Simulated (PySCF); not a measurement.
# C4H4N2Si: the cost of one run

Programs: PySCF 2.14.0, with density-fitted response routines of our own. Each step states its level of theory. These are calculated values for one molecule in the gas phase, unless marked as measured. Atoms are numbered from 0 throughout.

### 1 The molecule as given

11 atoms, charge 0, multiplicity 1; geometry from: GFN2-xTB. The atoms were then displaced at random by about 0.01 Å, so the start is not that level's minimum.

Bonds of the start (Å): N0–C1 1.16, C1–C2 1.37, C2–C3 1.16, C3–C4 1.45, C4–N5 1.26, N5–Si6 1.71, C4–H7 1.09, Si6–H8 1.48, Si6–H9 1.48, Si6–H10 1.46.

### 2 Geometry optimisation at PBE0-D3(BJ)/def2-SVP

The job: settings as JSON, then the geometry in Å.

```
{"job": {"xc": "PBE0", "basis": "def2-SVP", "d3": "d3bj", "grid": 1, "shake": 0.01, "kind": "geom"}, "charge": 0, "multiplicity": 1}
N      4.802260     1.542370    -0.156650
C      3.725760     1.103830    -0.080350
C      2.469470     0.559080     0.012340
C      1.419650     0.067850     0.111980
C      0.103970    -0.524320     0.217530
N     -0.932110     0.096330    -0.142160
Si    -2.593880    -0.297660    -0.151400
H      0.133400    -1.524420     0.654460
H     -3.177860     0.769460     0.691270
H     -2.963830    -1.620790     0.386470
H     -2.948730    -0.197550    -1.559150
```

On the command line:

```bash
OMP_NUM_THREADS=1 python probes_run.py task.json out
```

The driver reads the jobs from task.json and runs them one after another.

**Question.** How long does this first job take on 1 thread of Arm Neoverse V1, shared host, and how much memory does it need?

About 48 s, with a peak of 0.48 GiB.
